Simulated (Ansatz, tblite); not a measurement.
# C24H20S2: a ladder of methods and basis sets

One table from this session's results is given with a row withheld; the runs are named, their logs left out.

Computed with Ansatz 0.2.0, Gaussian basis. Level: as each input shows.

Levels to be run: GFN1-xTB, GFN2-xTB, PBE-D4/def2-TZVP, r2SCAN-D4/def2-TZVP, PBE-QIDH/def2-TZVP, LDA/def2-TZVP, ωB97X-V/def2-TZVP, LC-ωPBE(0.10)/def2-SVP, LC-ωPBE(0.15)/def2-SVP, LC-ωPBE(0.20)/def2-SVP, LC-ωPBE(0.30)/def2-SVP, PBE-D4/def2-SVP, PBE0-D4/def2-SVP, HF/6-31G, B3LYP-D4/6-31G, MP2/def2-SVP, RPA/def2-SVP.

## The structure

The singlet was relaxed beforehand with PBE-D4/def2-SVP.

SMILES `S/C=C/c1ccc(/C=C/c2ccc(/C=C/c3ccc(S)cc3)cc2)cc1`, 46 atoms, charge 0, spin multiplicity 1.

Bond lengths: S1–C2 1.761 Å, S1–H27 1.360 Å, C2–C3 1.359 Å, C2–H28 1.101 Å, C3–C4 1.460 Å, C3–H29 1.105 Å, C4–C5 1.418 Å, C4–C26 1.420 Å, C5–C6 1.393 Å, C5–H30 1.101 Å, C6–C7 1.420 Å, C6–H31 1.102 Å, C7–C8 1.457 Å, C7–C25 1.419 Å, C8–C9 1.365 Å, C8–H32 1.104 Å, C9–C10 1.456 Å, C9–H33 1.104 Å and more. Angles: C2–S1–H27 96.4°, S1–C2–C3 122.8°, S1–C2–H28 115.7°, C3–C2–H28 121.5°, C2–C3–C4 126.5°, C2–C3–H29 118.2°, C4–C3–H29 115.3°, C3–C4–C5 123.9°, C3–C4–C26 119.0°, C5–C4–C26 117.0°, C4–C5–C6 121.1°, C4–C5–H30 120.0°, C6–C5–H30 118.8°, C5–C6–C7 121.9°, C5–C6–H31 119.4°, C7–C6–H31 118.7°, C6–C7–C8 119.4°, C6–C7–C25 116.9° and more.

PBE0-D4/def2-TZVP was run before; its log isn't repeated, and its numbers join the tables.

The first run:

Tight binding, by tblite at 300 K electronic temperature and without a spin-polarisation term:

```python
tblite.interface.Calculator('GFN1-xTB', numbers, positions, charge=0, uhf=0).singlepoint()
```

Tight binding, by tblite at 300 K electronic temperature and without a spin-polarisation term:

```python
tblite.interface.Calculator('GFN2-xTB', numbers, positions, charge=0, uhf=0).singlepoint()
```

start.molden holds the orbitals of an earlier run on this state, given as this run's starting guess.

in.yaml reads:

```yaml
crystal:
  periodic: [false, false, false]
  atoms:
    - {symbol: S, position_ang: [-11.096822, -1.148362, 1.307524]}
    - {symbol: C, position_ang: [-9.361060, -0.890131, 1.449969]}
    - {symbol: C, position_ang: [-8.512075, -0.994248, 0.393444]}
    - {symbol: C, position_ang: [-7.061101, -0.837543, 0.426315]}
    - {symbol: C, position_ang: [-6.312549, -0.642178, 1.614732]}
    - {symbol: C, position_ang: [-4.928801, -0.484621, 1.576651]}
    - {symbol: C, position_ang: [-4.203861, -0.511755, 0.355760]}
    - {symbol: C, position_ang: [-2.758345, -0.330592, 0.377593]}
    - {symbol: C, position_ang: [-1.929990, -0.238818, -0.703693]}
    - {symbol: C, position_ang: [-0.484721, -0.062687, -0.693406]}
    - {symbol: C, position_ang: [0.204127, 0.081416, -1.923941]}
    - {symbol: C, position_ang: [1.587244, 0.252733, -1.969173]}
    - {symbol: C, position_ang: [2.368762, 0.285910, -0.787099]}
    - {symbol: C, position_ang: [3.811205, 0.458690, -0.892465]}
    - {symbol: C, position_ang: [4.716293, 0.478286, 0.128259]}
    - {symbol: C, position_ang: [6.160407, 0.649895, 0.015810]}
    - {symbol: C, position_ang: [6.833265, 0.852991, -1.216076]}
    - {symbol: C, position_ang: [8.217682, 1.010234, -1.275932]}
    - {symbol: C, position_ang: [8.996940, 0.971559, -0.097341]}
    - {symbol: S, position_ang: [10.758539, 1.162965, -0.089362]}
    - {symbol: C, position_ang: [8.346514, 0.771486, 1.139179]}
    - {symbol: C, position_ang: [6.959679, 0.615599, 1.186002]}
    - {symbol: C, position_ang: [1.678168, 0.141859, 0.447685]}
    - {symbol: C, position_ang: [0.298734, -0.026792, 0.493032]}
    - {symbol: C, position_ang: [-4.952144, -0.721077, -0.831020]}
    - {symbol: C, position_ang: [-6.335388, -0.879960, -0.793269]}
    - {symbol: H, position_ang: [-11.414373, -0.743429, 2.566901]}
    - {symbol: H, position_ang: [-8.994186, -0.657011, 2.461808]}
    - {symbol: H, position_ang: [-8.941550, -1.209163, -0.601291]}
    - {symbol: H, position_ang: [-6.822720, -0.620099, 2.589677]}
    - {symbol: H, position_ang: [-4.375961, -0.333371, 2.517612]}
    - {symbol: H, position_ang: [-2.318797, -0.251594, 1.386914]}
    - {symbol: H, position_ang: [-2.376352, -0.291239, -1.711649]}
    - {symbol: H, position_ang: [-0.373033, 0.058631, -2.861962]}
    - {symbol: H, position_ang: [2.090828, 0.362936, -2.942740]}
    - {symbol: H, position_ang: [4.181197, 0.578963, -1.925307]}
    - {symbol: H, position_ang: [4.349139, 0.348378, 1.160861]}
    - {symbol: H, position_ang: [6.259903, 0.891020, -2.154213]}
    - {symbol: H, position_ang: [8.703602, 1.166150, -2.251554]}
    - {symbol: H, position_ang: [10.900938, 1.322383, -1.433928]}
    - {symbol: H, position_ang: [8.933498, 0.738225, 2.069796]}
    - {symbol: H, position_ang: [6.470420, 0.459998, 2.160595]}
    - {symbol: H, position_ang: [2.241794, 0.163158, 1.392420]}
    - {symbol: H, position_ang: [-0.190825, -0.139613, 1.471918]}
    - {symbol: H, position_ang: [-4.437169, -0.767042, -1.802127]}
    - {symbol: H, position_ang: [-6.887031, -1.042170, -1.732920]}
basis:
  gaussian: {orbitals: def2-TZVP, fitting: {mean_field: def2-universal-jkfit}, initial_orbitals: start.molden}
hamiltonian: {xc: pbe, dispersion: d4}
scf: {omitted_lower_state_checks: [starts]}
output: {forces: true, orbitals: {seedname: orbitals}}
```

Launch:

```console
$ ansatz run in.yaml --threads 2 --pin off --events-out ev --progress --plain --max-ram 22528MiB --backend cuda --devices 0, --max-vram 18GiB
```

Steps of the session up to this table: PBE-D4/def2-TZVP; r2SCAN-D4/def2-TZVP; PBE-QIDH/def2-TZVP; LDA/def2-TZVP; ωB97X-V/def2-TZVP; LC-ωPBE(0.10)/def2-SVP; LC-ωPBE(0.15)/def2-SVP; LC-ωPBE(0.20)/def2-SVP; LC-ωPBE(0.30)/def2-SVP; PBE-D4/def2-SVP; PBE0-D4/def2-SVP; HF/6-31G; B3LYP-D4/6-31G; MP2/def2-SVP; RPA/def2-SVP.

One table of the session follows, with a row left open; its other results are not shown here.

It belongs to the step «Binding energy». 

```
              level  binding an atom (eV)
           HF/6-31G                 3.474
        HF/def2-SVP                 3.767
      LDA/def2-TZVP                 5.840
    PBE-D4/def2-SVP                 5.309
   PBE-D4/def2-TZVP                 5.235
r2SCAN-D4/def2-TZVP                 5.070
     B3LYP-D4/6-31G                 4.918
   PBE0-D4/def2-SVP                 5.196
  PBE0-D4/def2-TZVP                     ?
  ωB97X-V/def2-TZVP                 5.015
       MP2/def2-SVP                 4.963
```

**Question.** Estimate the row for PBE0-D4/def2-TZVP.

As computed: binding an atom (eV): 5.120. In the column «binding an atom (eV)» it lies between r2SCAN-D4/def2-TZVP (5.070) and PBE0-D4/def2-SVP (5.196).

To keep in mind: Free atoms were run apart at each level; binding is atoms less cluster, divided by the number of atoms, without zero-point or spin-orbit terms.
